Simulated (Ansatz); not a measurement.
AlNi, space group Pm-3m, a comparison of functionals at one structure

Run with the Ansatz DFT code, driven from Python.

Input file `POSCAR`:
```text
AlNi
1.0
   2.88100000    0.00000000    0.00000000
   0.00000000    2.88100000    0.00000000
   0.00000000    0.00000000    2.88100000
Al Ni
1 1
Direct
   0.00000000    0.00000000    0.00000000
   0.50000000    0.50000000    0.50000000
```

The script, `xc.py`:
```python
"""One structure of AlNi under several functionals."""

import warnings

import ansatz as az
from ase.io import read
from tabulate import tabulate

warnings.simplefilter("ignore", az.DeckWarning)

atoms = read("POSCAR", format="vasp")
xtal = az.Crystal.from_ase(atoms).moments(Ni=1.0)

calc = (
    xtal.calculation()
    .basis(19 * az.Ha)
    .spin("collinear")
    .kpoints(10, 10, 10)
    .occupations("fermi_dirac", width=0.1)
    .stress()
)

rows = []
for value in ["pbesol", "rpbe", "revpbe", "blyp", "lda"]:
    summary = calc.functional(value).run(threads=1, backend="cpu").report
    rows.append((value, summary["free_energy_ev"] / len(summary["lattice"]["sites"]), summary["n_iterations"], sum(summary["stress_gpa"][i][i] for i in range(3)) / 3, summary["magnetization_mub"], summary["n_kpoints"]))

print(tabulate(rows, headers=["functional", "F/atom (eV)", "iterations", "P (GPa)", "moment (muB)", "k-points"], floatfmt=".4f", tablefmt="plain"))
```

```console
$ python xc.py
RunWarning: the starting moments were not kept: the SCF closed with an absolute magnetisation of 1.3e-6 μB, where they sum to 1 μB in size (1 site). That is at most 0.1 of that sum. Measured as dr2_m [...]
functional      F/atom (eV)    iterations    P (GPa)    moment (muB)    k-points
pbesol           -3165.4382            10    -3.2737          0.0000          56
rpbe             -3193.2278            11     5.9043          0.0000          56
revpbe           -3192.1033            11     4.9156          0.0000          56
blyp             -3195.0279            11     6.7028         -0.0000          56
lda              -3143.8242            11    -8.5082         -0.0000          56
```
(Warnings from the package without file and line, shortened, repeats left out.)

From lowest to highest: LDA (-8.5 GPa), PBEsol (-3.3 GPa), revPBE (4.9 GPa), RPBE (5.9 GPa) and BLYP (6.7 GPa). At a fixed cell a lower pressure usually means a smaller equilibrium volume, so LDA prefers the smallest cell and BLYP the largest.

What to keep in mind:
- The SCF didn't keep the moments it started from (some shrank, vanished or turned); what is printed is the state reached.
- BLYP can be off by several per cent in the lattices of metals, and by several GPa in the pressure at a fixed cell.
- The mesh is modest for a metal, so energies can be off by several to tens of meV an atom and pressures by half a GPa or more; differences at equal mesh fare better.
- The overall sign of a collinear moment is arbitrary, and semilocal functionals can give small moments to compounds that are paramagnetic.
- Pressure is positive in compression.
- The starting cell is as deposited in a crystallographic database; the results hold for this polymorph, which needn't be the stable one.
- Total energies of different functionals can't be compared; pressures, moments and gaps at this one structure can.
- The script silences the warnings on its input, which a real study should read.
- Run time: 20 s on 1 thread of Arm Neoverse V2, on a shared host, peak memory 0.46 GiB.
